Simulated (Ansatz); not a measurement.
# W (sc type): how the settings move a single-point run

Aim: see which settings change the result for W (sc type), by how much, and at what cost.

Method: reference: DFT, LDA, PAW with Ansatz's default frozen-core files, scalar-relativistic, in Ansatz 0.2.0.

## (1) The system as given

Symmetry: Pm-3m, No. 221, cubic system. The conventional cell has a = 2.369 Å, b = 2.369 Å, c = 2.369 Å, α = 90.00°, β = 90.00°, γ = 90.00°. W (site symmetry m-3m) is surrounded by 6 W at 2.37 Å.

As a file:

```cif
data_structure
_symmetry_space_group_name_H-M 'P 1'
_symmetry_Int_Tables_number 1
_cell_length_a 2.3686
_cell_length_b 2.3686
_cell_length_c 2.3686
_cell_angle_alpha 90.000
_cell_angle_beta 90.000
_cell_angle_gamma 90.000
_cell_volume 13.29
loop_
_atom_site_label
_atom_site_type_symbol
_atom_site_fract_x
_atom_site_fract_y
_atom_site_fract_z
_atom_site_occupancy
W1 W 0.00000 0.00000 0.00000 1
```

## (2) Reference

Contents of input.yaml:

```yaml
crystal:
  lattice:
    - [2.3685889645, 0.0, 0.0]
    - [0.0, 2.3685889645, 0.0]
    - [0.0, 0.0, 2.3685889645]
  atoms:
    - { symbol: W, position: [0.0, 0.0, 0.0] }
kpoints:
  mp_grid: { grid: [15, 15, 15] }
scf:
  occupations: { method: fermi_dirac, width: 0.08 }
hamiltonian:
  xc: lda
  pseudopotentials: { kind: paw }
output:
  forces: true
  stress: true
  eigenvalues: true
  populations: true
  write_density: true
  write_potential: true
  elf: true
  volumetric_format: npy
```

Command:

```console
> ansatz run input.yaml --threads 1 --pin off --max-ram 2048MiB --backend cpu --events-out ev --progress --plain --runs-dir out
```

## (3) Changing settings: symmetry.detect false

Edit input.yaml of step 2 so:

```diff
@@ -7,2 +7,3 @@
     - { symbol: W, position: [0.0, 0.0, 0.0] }
+  symmetry: { detect: false }
 kpoints:
@@ -19,5 +20 @@
   populations: true
-  write_density: true
-  write_potential: true
-  elf: true
-  volumetric_format: npy
```

Before running it: what results should come out? Wanted: for each run, ending; energy change; pressure; gap; force.

As calculated:

| run | ending | energy change | pressure (GPa) | gap (eV) | force (eV/Å) | cycles | time |
| --- | --- | --- | --- | --- | --- | --- | --- |
| reference | converged | 0 | 112.6 | 0.00 | 0.00 | 6 | 1.4 s |
| 1: symmetry.detect false | converged | 0.0 meV/atom | 112.6 | 0.00 | 0.00 | 6 | 26 s |

Times don't compare one to one where runs were asked for different outputs or read a saved state (see the inputs); cycles may leave out searches for a lower state.

Residual by cycle in the longest SCF loop of each run; runs are numbered as in the table. The quantity is the density residual dr2, in eV.

| cycle | reference | run 1 |
| --- | --- | --- |
| 1 | 0.00308 | 0.00307 |
| 2 | 0.00122 | 0.00122 |
| 3 | 2.8e-5 | 3.3e-5 |
| 4 | 7.7e-7 | 8.5e-7 |
| 5 | 5.2e-8 | 6.9e-8 |
| 6 | 8.5e-10 | 5.8e-10 |

**Reading.** Energy and cycle count are those of the reference, so the change (use of symmetry) left the result and the number of cycles as they were. The structure is not at rest: the sound run finds 113 GPa, so these are no properties of the relaxed crystal. 
